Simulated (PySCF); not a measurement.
# S⁻: dipole response in x2c-TZVPPall plus 1 even-tempered diffuse shell per l

How polarisable is S⁻ at the levels listed below?

Program: PySCF 2.14.0. Level of theory: unrestricted determinants in a Gaussian basis, no spin-orbit coupling in the energies. These are calculated values, not measurements, unless marked.

**1. The system**

- Element: sulfur (Z = 16)
- Basis: x2c-TZVPPall with one added diffuse shell each of s, p, d type (6s6p4d1f, 51 functions)
- Hamiltonian: scalar relativity by spin-free X2C-1e
- State 1: S⁻: [Ne] 3s2 3p5, 2P determinant
- Methods: UHF, PBE, PBE0, M06-2X, B3LYP

Outer shells as boxes (Hund's rule):

S- [Ne] 3s2 3p5
```
[Ne] core
3s [↑↓]
3p [↑↓][↑↓][↑ ]
```

The runs were made by one driver on top of PySCF. The scripts below sum up each run's settings (the driver also hands on starting orbitals that pick excited configurations, and frozen orbitals as a list rather than a count), and the logs come from the driver's own runs. The driver starts from symmetry-adapted Hartree-Fock orbitals, holds the occupation by maximum overlap and uses a logarithmic radial grid for functionals, so a plain start would take other cycles.

The integrals over 51 functions and the set-up took 0.12 s of CPU time.

**2. S⁻**

UHF:

Contents of input.py:

```python
from pyscf import gto, scf, dft, mp, cc
import basis_set_exchange as bse
mol = gto.M(atom="S 0 0 0", charge=-1, spin=1, symmetry="D2h",
            basis=gto.basis.parse(bse.get_basis("x2c-TZVPPall", elements=["S"], fmt="nwchem", augment_diffuse=1)),
            nucmod="G")
mf = scf.UHF(mol).sfx2c1e()
mf.irrep_nelec = {'Ag': (3, 3), 'B1u': (2, 2), 'B2u': (2, 2), 'B3u': (2, 1)}
mf.kernel()
```

The program printed:

```text
damping factor = 0
level_shift factor = 0
DIIS = <class 'pyscf.scf.diis.CDIIS'>
diis_start_cycle = 1
diis_space = 10
diis_damp = 0
SCF conv_tol = 1e-09
SCF conv_tol_grad = None
number electrons alpha = 9  beta = 8
cycle= 1 E= -398.616184290053  delta_E= -0.00456  |g|= 0.0275  |ddm|= 0.0464
cycle= 2 E= -398.616848471535  delta_E= -0.000664  |g|= 0.0114  |ddm|= 0.0185
cycle= 3 E= -398.617008850912  delta_E= -0.00016  |g|= 0.00188  |ddm|= 0.0153
cycle= 4 E= -398.617019863901  delta_E= -1.1e-05  |g|= 0.00107  |ddm|= 0.00523
cycle= 5 E= -398.617024200322  delta_E= -4.34e-06  |g|= 0.000504  |ddm|= 0.00404
cycle= 6 E= -398.617025356781  delta_E= -1.16e-06  |g|= 0.000176  |ddm|= 0.00273
cycle= 7 E= -398.617025472003  delta_E= -1.15e-07  |g|= 2.97e-05  |ddm|= 0.00091
cycle= 8 E= -398.61702547377  delta_E= -1.77e-09  |g|= 3.71e-06  |ddm|= 0.000106
cycle= 9 E= -398.617025473799  delta_E= -2.93e-11  |g|= 7.04e-07  |ddm|= 1.29e-05
converged SCF energy = -398.617025473799  <S^2> = 0.7624658  2S+1 = 2.0124272
```

It used 1.8 s of CPU time after the integrals (shared host).

Orbital energies by shell (radii are means over both spins):

| shell | electrons | mean orbital energy (eV) | spread (eV) | rms radius (bohr) |
| --- | --- | --- | --- | --- |
| 1s α | 1 | -2502.6 | 0 | 0.112 |
| 1s β | 1 | -2502.3 | 0 | 0.112 |
| 2s α | 1 | -237.54 | 0 | 0.516 |
| 2s β | 1 | -237.30 | 0 | 0.516 |
| 2p α | 3 | -173.15 | 0.484 | 0.491 |
| 2p β | 3 | -172.71 | 0.392 | 0.491 |
| 3s α | 1 | -17.375 | 0 | 1.92 |
| 3s β | 1 | -14.532 | 0 | 1.92 |
| 3p α | 3 | -3.479 | 1.835 | 2.60 |
| 3p β | 2 | -2.295 | 0 | 2.60 |

⟨S²⟩ = 0.762, ⟨L²⟩ = 2.05.

The driver then solved the coupled dipole response at imaginary frequencies: mean α = 39.69 bohr³ (xx, yy, zz: 32.27, 43.40, 43.40), C₆ = 401.8 au for a like pair.

PBE:

input.py, as changed from the run before:

```diff
@@ -5,3 +5,3 @@
             nucmod="G")
-mf = scf.UHF(mol).sfx2c1e()
+mf = dft.UKS(mol, xc="PBE").sfx2c1e()
 mf.irrep_nelec = {'Ag': (3, 3), 'B1u': (2, 2), 'B2u': (2, 2), 'B3u': (2, 1)}
```

The program printed:

```text
damping factor = 0
level_shift factor = 0
DIIS = <class 'pyscf.scf.diis.CDIIS'>
diis_start_cycle = 1
diis_space = 10
diis_damp = 0
SCF conv_tol = 1e-09
SCF conv_tol_grad = None
number electrons alpha = 9  beta = 8
XC functionals = PBE
    J. P. Perdew, K. Burke, and M. Ernzerhof.,  Phys. Rev. Lett. 77, 3865 (1996)
    J. P. Perdew, K. Burke, and M. Ernzerhof.,  Phys. Rev. Lett. 78, 1396 (1997)
    J. P. Perdew, K. Burke, and M. Ernzerhof.,  Phys. Rev. Lett. 77, 3865 (1996)
    J. P. Perdew, K. Burke, and M. Ernzerhof.,  Phys. Rev. Lett. 78, 1396 (1997)
cycle= 1 E= -399.111522365137  delta_E= -0.0116  |g|= 0.0162  |ddm|= 0.182
cycle= 2 E= -399.111630311257  delta_E= -0.000108  |g|= 0.00482  |ddm|= 0.0198
cycle= 3 E= -399.111626334493  delta_E= 3.98e-06  |g|= 0.00569  |ddm|= 0.0131
cycle= 4 E= -399.111648841992  delta_E= -2.25e-05  |g|= 0.00046  |ddm|= 0.0073
cycle= 5 E= -399.11164904547  delta_E= -2.03e-07  |g|= 0.00017  |ddm|= 0.00104
cycle= 6 E= -399.111649073379  delta_E= -2.79e-08  |g|= 1.04e-05  |ddm|= 0.000283
cycle= 7 E= -399.111649073507  delta_E= -1.27e-10  |g|= 3.41e-06  |ddm|= 2.35e-05
converged SCF energy = -399.111649073507  <S^2> = 0.75403678  2S+1 = 2.0040327
```

It used 0.34 s of CPU time after the integrals (shared host).

At PBE the highest occupied level has a positive energy, so only the finite basis holds that electron; in a density functional this comes from self-interaction and does not mean that the real anion is unbound.

PBE0:

input.py, as changed from the run before:

```diff
@@ -5,3 +5,3 @@
             nucmod="G")
-mf = dft.UKS(mol, xc="PBE").sfx2c1e()
+mf = dft.UKS(mol, xc="PBE0").sfx2c1e()
 mf.irrep_nelec = {'Ag': (3, 3), 'B1u': (2, 2), 'B2u': (2, 2), 'B3u': (2, 1)}
```

The program printed:

```text
damping factor = 0
level_shift factor = 0
DIIS = <class 'pyscf.scf.diis.CDIIS'>
diis_start_cycle = 1
diis_space = 10
diis_damp = 0
SCF conv_tol = 1e-09
SCF conv_tol_grad = None
number electrons alpha = 9  beta = 8
XC functionals = PBE0
    C. Adamo and V. Barone.,  J. Chem. Phys. 110, 6158 (1999)
    M. Ernzerhof and G. E. Scuseria.,  J. Chem. Phys. 110, 5029 (1999)
cycle= 1 E= -399.139847054518  delta_E= -0.00715  |g|= 0.0176  |ddm|= 0.107
cycle= 2 E= -399.139975311422  delta_E= -0.000128  |g|= 0.0151  |ddm|= 0.038
cycle= 3 E= -399.140122755943  delta_E= -0.000147  |g|= 0.00376  |ddm|= 0.0208
cycle= 4 E= -399.140133547299  delta_E= -1.08e-05  |g|= 0.000904  |ddm|= 0.0047
cycle= 5 E= -399.140134899528  delta_E= -1.35e-06  |g|= 0.00016  |ddm|= 0.00225
cycle= 6 E= -399.140134984093  delta_E= -8.46e-08  |g|= 3.31e-05  |ddm|= 0.000699
cycle= 7 E= -399.140134987213  delta_E= -3.12e-09  |g|= 2.62e-06  |ddm|= 0.000151
cycle= 8 E= -399.140134987226  delta_E= -1.36e-11  |g|= 3.14e-07  |ddm|= 8.27e-06
converged SCF energy = -399.140134987226  <S^2> = 0.75517781  2S+1 = 2.0051711
```

CPU time 0.44 s on a shared host, the integrals not counted.

At PBE0 the highest occupied level has a positive energy, so only the finite basis holds that electron; in a density functional this comes from self-interaction and does not mean that the real anion is unbound.

M06-2X:

input.py, as changed from the run before:

```diff
@@ -5,3 +5,3 @@
             nucmod="G")
-mf = dft.UKS(mol, xc="PBE0").sfx2c1e()
+mf = dft.UKS(mol, xc="M062X").sfx2c1e()
 mf.irrep_nelec = {'Ag': (3, 3), 'B1u': (2, 2), 'B2u': (2, 2), 'B3u': (2, 1)}
```

The program printed:

```text
damping factor = 0
level_shift factor = 0
DIIS = <class 'pyscf.scf.diis.CDIIS'>
diis_start_cycle = 1
diis_space = 10
diis_damp = 0
SCF conv_tol = 1e-09
SCF conv_tol_grad = None
number electrons alpha = 9  beta = 8
XC functionals = M062X
    Y. Zhao and D. G. Truhlar.,  Theor. Chem. Acc. 120, 215 (2008)
    Y. Zhao and D. G. Truhlar.,  Theor. Chem. Acc. 120, 215 (2008)
cycle= 1 E= -399.271214287978  delta_E= -0.00611  |g|= 0.0254  |ddm|= 0.12
cycle= 2 E= -399.271362551823  delta_E= -0.000148  |g|= 0.0178  |ddm|= 0.0398
cycle= 3 E= -399.271514174159  delta_E= -0.000152  |g|= 0.00234  |ddm|= 0.0197
cycle= 4 E= -399.271518345861  delta_E= -4.17e-06  |g|= 0.000356  |ddm|= 0.00272
cycle= 5 E= -399.271518591846  delta_E= -2.46e-07  |g|= 8.22e-05  |ddm|= 0.0009
cycle= 6 E= -399.271518606724  delta_E= -1.49e-08  |g|= 2.6e-05  |ddm|= 0.000253
cycle= 7 E= -399.271518607759  delta_E= -1.04e-09  |g|= 1.42e-06  |ddm|= 7.29e-05
cycle= 8 E= -399.271518607761  delta_E= -1.93e-12  |g|= 1.28e-07  |ddm|= 2.87e-06
converged SCF energy = -399.271518607761  <S^2> = 0.75491361  2S+1 = 2.0049076
```

It used 11 s of CPU time after the integrals (shared host).

The driver then solved the coupled dipole response at imaginary frequencies: mean α = 42.39 bohr³ (xx, yy, zz: 35.36, 45.90, 45.90), C₆ = 430.8 au for a like pair.

B3LYP:

input.py, as changed from the run before:

```diff
@@ -5,3 +5,3 @@
             nucmod="G")
-mf = dft.UKS(mol, xc="M062X").sfx2c1e()
+mf = dft.UKS(mol, xc="B3LYP").sfx2c1e()
 mf.irrep_nelec = {'Ag': (3, 3), 'B1u': (2, 2), 'B2u': (2, 2), 'B3u': (2, 1)}
```

The program printed:

```text
damping factor = 0
level_shift factor = 0
DIIS = <class 'pyscf.scf.diis.CDIIS'>
diis_start_cycle = 1
diis_space = 10
diis_damp = 0
SCF conv_tol = 1e-09
SCF conv_tol_grad = None
number electrons alpha = 9  beta = 8
XC functionals = B3LYP
    P. J. Stephens, F. J. Devlin, C. F. Chabalowski, and M. J. Frisch.,  J. Phys. Chem. 98, 11623 (1994)
cycle= 1 E= -399.30481582484  delta_E= -0.00976  |g|= 0.0182  |ddm|= 0.148
cycle= 2 E= -399.304807333221  delta_E= 8.49e-06  |g|= 0.0203  |ddm|= 0.0431
cycle= 3 E= -399.305063369274  delta_E= -0.000256  |g|= 0.00253  |ddm|= 0.0252
cycle= 4 E= -399.305068988313  delta_E= -5.62e-06  |g|= 0.000577  |ddm|= 0.00359
cycle= 5 E= -399.305069505704  delta_E= -5.17e-07  |g|= 0.000122  |ddm|= 0.00146
cycle= 6 E= -399.305069529788  delta_E= -2.41e-08  |g|= 2.25e-05  |ddm|= 0.000331
cycle= 7 E= -399.305069530649  delta_E= -8.6e-10  |g|= 1.44e-06  |ddm|= 6.77e-05
converged SCF energy = -399.305069530649  <S^2> = 0.75429905  2S+1 = 2.0042944
```

It used 0.41 s of CPU time after the integrals (shared host).

At B3LYP the highest occupied level has a positive energy, so only the finite basis holds that electron; in a density functional this comes from self-interaction and does not mean that the real anion is unbound.

Radial density 4πr²ρ of S⁻ at UHF:

| r (bohr) | density | spin density |
| --- | --- | --- |
| 0.00170 | 0.107 | 0.000 |
| 0.00286 | 0.286 | 0.000 |
| 0.00480 | 0.731 | 0.000 |
| 0.00808 | 1.81 | 0.000 |
| 0.0136 | 4.21 | 0.000 |
| 0.0229 | 8.71 | 0.000 |
| 0.0385 | 14.8 | 0.002 |
| 0.0647 | 18.4 | 0.008 |
| 0.109 | 14.9 | 0.032 |
| 0.183 | 12.3 | 0.084 |
| 0.308 | 17.5 | 0.100 |
| 0.518 | 12.2 | 0.004 |
| 0.871 | 3.22 | 0.137 |
| 1.47 | 3.62 | 0.523 |
| 2.46 | 2.12 | 0.338 |
| 4.14 | 0.390 | 0.042 |
| 6.97 | 0.0218 | -0.002 |
| 11.7 | 0.000121 | 0.000 |

**3. Polarisabilities and C₆**

S⁻, in atomic units:

| method | mean α | C₆ (like pair) | S(−4) |
| --- | --- | --- | --- |
| UHF | 39.69 | 401.8 | 451.3 |
| M06-2X | 42.39 | 430.8 | 558.1 |

α(iu) at M06-2X:

| u (hartree) | α(iu) (bohr³) |
| --- | --- |
| 0 | 42.39 |
| 0.0500 | 41.06 |
| 0.100 | 37.75 |
| 0.200 | 29.48 |
| 0.300 | 22.30 |
| 0.500 | 13.10 |
| 0.750 | 7.515 |
| 1.00 | 4.801 |
| 1.50 | 2.427 |
| 2.00 | 1.467 |
| 3.00 | 0.7196 |
| 5.00 | 0.3018 |

**4. Outcome**

| quantity | value |
| --- | --- |
| α of S⁻ | 39.69 (UHF) to 42.39 (M06-2X) bohr³ |

**Reading.** A single London oscillator with the computed α and C₆ of S⁻ at UHF would have ω = 4 C₆ / (3 α²) = 0.340 hartree. The basis is finite, and no extrapolation was made.
